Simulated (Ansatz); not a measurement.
**CH3BClNO (SMILES [H]/N=C(/Cl)OB): a chain of runs**

Aim: a series of 8 runs (HF/6-31G, CASCI(2,2)/6-31G, CASSCF(2,2)/6-31G, SC-NEVPT2(2,2)/6-31G, MRCISD+Q(2,2)/6-31G, CCSD(T)/6-31G) of CH3BClNO. 

The results are computed with Ansatz 0.2.0.

## Step 1: The system as given

CH3BClNO: 8 atoms, total charge 0, spin state singlet. SMILES: `[H]/N=C(/Cl)OB`. The shape is that of a PBE0-D4/def2-TZVP optimisation. This is one conformer, not always the lowest.

Bond lengths: B1–O2 1.360 Å, O2–C3 1.360 Å, C3–N4 1.245 Å, C3–Cl5 1.719 Å, B1–H6 1.190 Å, B1–H7 1.196 Å, N4–H8 1.018 Å. Angles: B1–O2–C3 123.0°, O2–C3–N4 128.9°, O2–C3–Cl5 110.0°, N4–C3–Cl5 121.1°, O2–B1–H6 115.9°, O2–B1–H7 119.8°, C3–N4–H8 111.8°, H6–B1–H7 124.3°.

## Step 2: The energy at HF/6-31G (run 1)

File job.yaml:

```yaml
crystal:
  periodic: [false, false, false]
  atoms:
    - symbol: B
      position_ang: [-0.778100, 1.060300, 0.318100]
    - symbol: O
      position_ang: [0.509700, 0.629600, 0.237600]
    - symbol: C
      position_ang: [0.859000, -0.563700, -0.314300]
    - symbol: "N"
      position_ang: [0.324100, -1.679100, -0.170300]
    - symbol: Cl
      position_ang: [2.271000, -0.374900, -1.276700]
    - symbol: H
      position_ang: [-0.944100, 2.100400, 0.873000]
    - symbol: H
      position_ang: [-1.656100, 0.401400, -0.157000]
    - symbol: H
      position_ang: [-0.493400, -1.631200, 0.433900]
basis:
  gaussian:
    orbitals: 6-31G
hamiltonian:
  xc: hf
output: {orbitals: {seedname: orbitals}}
```

Started as:

```sh
$ ansatz run job.yaml --threads 1 --pin off --max-ram 2610MiB --events-out events.jsonl --progress --plain --runs-dir runs
```

Output:

```text
Warning: RAYON_NUM_THREADS=1 ignored (pool sized by the plan → 1); use --threads N
Functional definition: HF
  name "HF"
  exchange = exact_x
  correlation = 0
697 factors; integrals over basis functions are off by at most 2.4e-4 eV
mean field evaluation 1: about -17764.1561 eV, gradient 3.9e1 eV
mean field evaluation 2: about -17764.1629 eV, gradient 3.9e1 eV
mean field evaluation 4: about -17768.0753 eV, gradient 3.2e0 eV
mean field evaluation 8: about -17768.1389 eV, gradient 2.2e-1 eV
mean field -17768.13919182 eV, -652.9670716222 hartree, gradient 1.6e-5 eV, S^2 0.000000; 0 other end points of the search recorded, 0 dependent functions left out
reference -17768.13919182 eV, -652.9670716222 hartree; 23, 23 occupied and 32, 32 virtual orbitals, 697 factors
Total energy: -17768.13919182 eV, -652.9670716222 hartree
```

It took 0.9 s on 1 thread of Arm Neoverse N1, shared host; peak memory 0.092 GiB.

## Step 3: The energy at CASCI(2,2)/6-31G (run 2)

File in.yaml:

```yaml
crystal:
  periodic: [false, false, false]
  atoms:
    - {symbol: B, position_ang: [-0.778100, 1.060300, 0.318100]}
    - {symbol: O, position_ang: [0.509700, 0.629600, 0.237600]}
    - {symbol: C, position_ang: [0.859000, -0.563700, -0.314300]}
    - {symbol: N, position_ang: [0.324100, -1.679100, -0.170300]}
    - {symbol: Cl, position_ang: [2.271000, -0.374900, -1.276700]}
    - {symbol: H, position_ang: [-0.944100, 2.100400, 0.873000]}
    - {symbol: H, position_ang: [-1.656100, 0.401400, -0.157000]}
    - {symbol: H, position_ang: [-0.493400, -1.631200, 0.433900]}
basis:
  gaussian:
    orbitals: 6-31G
correlation:
  active_space: {window: {electrons: 2, orbitals: 2}, fixed_orbitals: true}
```

Started as:

```sh
$ ansatz run in.yaml --threads 1 --pin off --max-ram 2610MiB --events-out events.jsonl --progress --plain --runs-dir runs
```

Output:

```text
Warning: RAYON_NUM_THREADS=1 ignored (pool sized by the plan → 1); use --threads N
[... 4 set-up lines as earlier in the session ...]
697 factors; integrals over basis functions are off by at most 2.4e-4 eV
mean field evaluation 1: about -17764.1561 eV, gradient 3.9e1 eV
mean field evaluation 2: about -17764.1629 eV, gradient 3.9e1 eV
mean field evaluation 4: about -17768.0753 eV, gradient 3.2e0 eV
mean field evaluation 8: about -17768.1389 eV, gradient 2.2e-1 eV
mean field -17768.13919182 eV, -652.9670716222 hartree, gradient 2.0e-6 eV, S^2 0.000000; 0 other end points of the search recorded, 0 dependent functions left out
reference -17768.13919182 eV, -652.9670716222 hartree; 23, 23 occupied and 32, 32 virtual orbitals, 697 factors
state -17768.14209866 eV, -652.9671784466 hartree
Total energy: -17768.14209866 eV, -652.9671784466 hartree
```

Wall time 0.93 s (1 thread of Arm Neoverse N1, shared host); peak memory 0.095 GiB.

Runs 3 to 6 aren't shown in full; the table further down has their settings and results.

## Step 4: The energy at MRCISD+Q(2,2)/6-31G (run 7)

Edit job.yaml of step 2 so:

```diff
@@ -9,3 +9,3 @@
       position_ang: [0.859000, -0.563700, -0.314300]
-    - symbol: "N"
+    - symbol: N
       position_ang: [0.324100, -1.679100, -0.170300]
@@ -22,4 +22,7 @@
     orbitals: 6-31G
-hamiltonian:
-  xc: hf
-output: {orbitals: {seedname: orbitals}}
+magnetization:
+  spin_polarized: false
+  initial_magnetization: 0
+correlation:
+  method: fic_mrcisd_q
+  active_space: {window: {electrons: 2, orbitals: 2}}
```

Started as:

```sh
$ ansatz run job.yaml --threads 1 --pin off --max-ram 2610MiB --events-out events.jsonl --progress --plain --runs-dir runs
```

Output:

```text
Warning: RAYON_NUM_THREADS=1 ignored (pool sized by the plan → 1); use --threads N
[... 4 set-up lines as earlier in the session ...]
697 factors; integrals over basis functions are off by at most 2.4e-4 eV
mean field evaluation 1: about -17764.1561 eV, gradient 3.9e1 eV
mean field evaluation 2: about -17764.1629 eV, gradient 3.9e1 eV
mean field evaluation 4: about -17768.0753 eV, gradient 3.2e0 eV
mean field evaluation 8: about -17768.1389 eV, gradient 2.2e-1 eV
mean field -17768.13919182 eV, -652.9670716222 hartree, gradient 2.0e-6 eV, S^2 0.000000; 0 other end points of the search recorded, 0 dependent functions left out
reference -17768.13919182 eV, -652.9670716222 hartree; 23, 23 occupied and 32, 32 virtual orbitals, 697 factors
state -17769.03340417 eV, -652.9999333197 hartree
contracted CI cycle   1: correlation 0.00000000 eV, 0.0000000000 hartree, residual 2.91e1 eV
contracted CI cycle   2: correlation -9.45626347 eV, -0.3475112728 hartree, residual 4.75e0 eV
contracted CI cycle   3: correlation -9.78528441 eV, -0.3596025692 hartree, residual 1.25e0 eV
contracted CI cycle   4: correlation -9.80757349 eV, -0.3604216778 hartree, residual 2.94e-1 eV
contracted CI cycle   5: correlation -9.80900267 eV, -0.3604741992 hartree, residual 9.14e-2 eV
contracted CI cycle   6: correlation -9.80913177 eV, -0.3604789438 hartree, residual 2.94e-2 eV
contracted CI cycle   7: correlation -9.80914660 eV, -0.3604794886 hartree, residual 9.01e-3 eV
contracted CI cycle   8: correlation -9.80914786 eV, -0.3604795351 hartree, residual 2.41e-3 eV
contracted CI cycle   9: correlation -9.80914796 eV, -0.3604795388 hartree, residual 7.41e-4 eV
state -17769.03340417 eV, -652.9999333197 hartree; corrected -17780.13510684 eV, -653.4079133678 hartree
Total energy: -17780.13510684 eV, -653.4079133678 hartree
```

Wall time 4.5 s (1 thread of Arm Neoverse N1, shared host); peak memory 0.12 GiB.

## Step 5: A single-point energy at CCSD(T)/6-31G (run 11)

File molecule.yaml:

```yaml
basis:
  gaussian:
    orbitals: 6-31G
crystal:
  periodic: [false, false, false]
  atoms:
    - {symbol: B, position_ang: [-0.778100, 1.060300, 0.318100]}
    - {symbol: O, position_ang: [0.509700, 0.629600, 0.237600]}
    - {symbol: C, position_ang: [0.859000, -0.563700, -0.314300]}
    - {symbol: "N", position_ang: [0.324100, -1.679100, -0.170300]}
    - {symbol: Cl, position_ang: [2.271000, -0.374900, -1.276700]}
    - {symbol: H, position_ang: [-0.944100, 2.100400, 0.873000]}
    - {symbol: H, position_ang: [-1.656100, 0.401400, -0.157000]}
    - {symbol: H, position_ang: [-0.493400, -1.631200, 0.433900]}
correlation:
  method: ccsd_t
```

Started as:

```sh
$ ansatz run molecule.yaml --threads 1 --pin off --max-ram 2610MiB --events-out events.jsonl --progress --plain --runs-dir runs
```

Output:

```text
Warning: RAYON_NUM_THREADS=1 ignored (pool sized by the plan → 1); use --threads N
[... 4 set-up lines as earlier in the session ...]
697 factors; integrals over basis functions are off by at most 2.4e-4 eV
mean field evaluation 1: about -17764.1561 eV, gradient 3.9e1 eV
mean field evaluation 2: about -17764.1629 eV, gradient 3.9e1 eV
mean field evaluation 4: about -17768.0753 eV, gradient 3.2e0 eV
mean field evaluation 8: about -17768.1389 eV, gradient 2.2e-1 eV
mean field evaluation 16: about -17766.7590 eV, gradient 2.6e1 eV
mean field -17768.13919182 eV, -652.9670716222 hartree, gradient 2.0e-6 eV, S^2 0.000000; 0 other end points of the search recorded, 0 dependent functions left out
9 core orbitals not correlated: weight in the atoms' cores, before any rotation towards them, 1.000 or more for the frozen orbitals, at most 0.000 for the correlated occupied ones
reference -17768.13919182 eV, -652.9670716222 hartree; 14, 14 occupied and 32, 32 virtual orbitals, 697 factors
second order -11.32047236 eV of doubles, -0.00000000 eV of singles
cycle   1  -11.43807033 eV  change   -1.2e-1 eV  update   1.1e-1
cycle   2  -11.88154041 eV  change   -4.4e-1 eV  update   3.4e-2
cycle   3  -12.01313640 eV  change   -1.3e-1 eV  update   1.8e-2
cycle   4  -12.01475089 eV  change   -1.6e-3 eV  update   5.0e-3
cycle   5  -12.01436056 eV  change    3.9e-4 eV  update   2.0e-3
cycle   6  -12.01418925 eV  change    1.7e-4 eV  update   7.0e-4
cycle   7  -12.01364623 eV  change    5.4e-4 eV  update   2.4e-4
cycle   8  -12.01367969 eV  change   -3.3e-5 eV  update   9.0e-5
cycle   9  -12.01372883 eV  change   -4.9e-5 eV  update   3.6e-5
cycle  10  -12.01371568 eV  change    1.3e-5 eV  update   1.6e-5
perturbative correction -0.36630745 eV, -0.0134615504 hartree
Total energy: -17780.51921495 eV, -653.4220290805 hartree
```

It took 2.8 s on 1 thread of Arm Neoverse N1, shared host; peak memory 0.12 GiB.

## Step 6: All runs side by side

| run | level | task | orbitals optimised | energy (Eh) | wall time |
| --- | --- | --- | --- | --- | --- |
| 1 | HF/6-31G | energy | – | -652.967072 | 0.9 s |
| 2 | CASCI(2,2)/6-31G | energy | no | -652.967178 | 0.93 s |
| 3 | CASSCF(2,2)/6-31G | gradient | yes | -652.999933 | 3.3 s |
| 4 | SC-NEVPT2(2,2)/6-31G | energy | yes | -653.382480 | 3.3 s |
| 5 | CASSCF(2,2)/6-31G (3 states averaged) | energy | yes | -652.823924 (average) | 6.3 s |
| 6 | SC-NEVPT2(2,2)/6-31G (3 states averaged) | energy | yes | -653.239104 (average) | 7.5 s |
| 7 | MRCISD+Q(2,2)/6-31G | energy | yes | -653.407913 | 4.5 s |
| 11 | CCSD(T)/6-31G | energy | – | -653.422029 | 2.8 s |

## Step 7: Summary of results

| quantity | value |
| --- | --- |
| run 11, CCSD(T)/6-31G: total energy | -653.42203 Eh |
| run 11, CCSD(T)/6-31G: correlation energy (9 core orbitals frozen) | -455.0 mEh |
| run 11, CCSD(T)/6-31G: (T) correction | -13.46 mEh |
| run 11, CCSD(T)/6-31G: T1 diagnostic | 0.016 |

**Reading.** Below the HF energy at the same shape and in the same basis (6-31G): CASCI(2,2) -0.1 mEh; CASSCF(2,2) -32.9 mEh; SC-NEVPT2(2,2) -415.4 mEh; MRCISD+Q(2,2) -440.8 mEh; CCSD(T) -455.0 mEh. Active-space methods hold only the correlation inside their space unless a perturbation or CI step follows. Rows marked as averages are means over several states, not the energy of one. All runs together took 30 s, the longest 7.5 s.
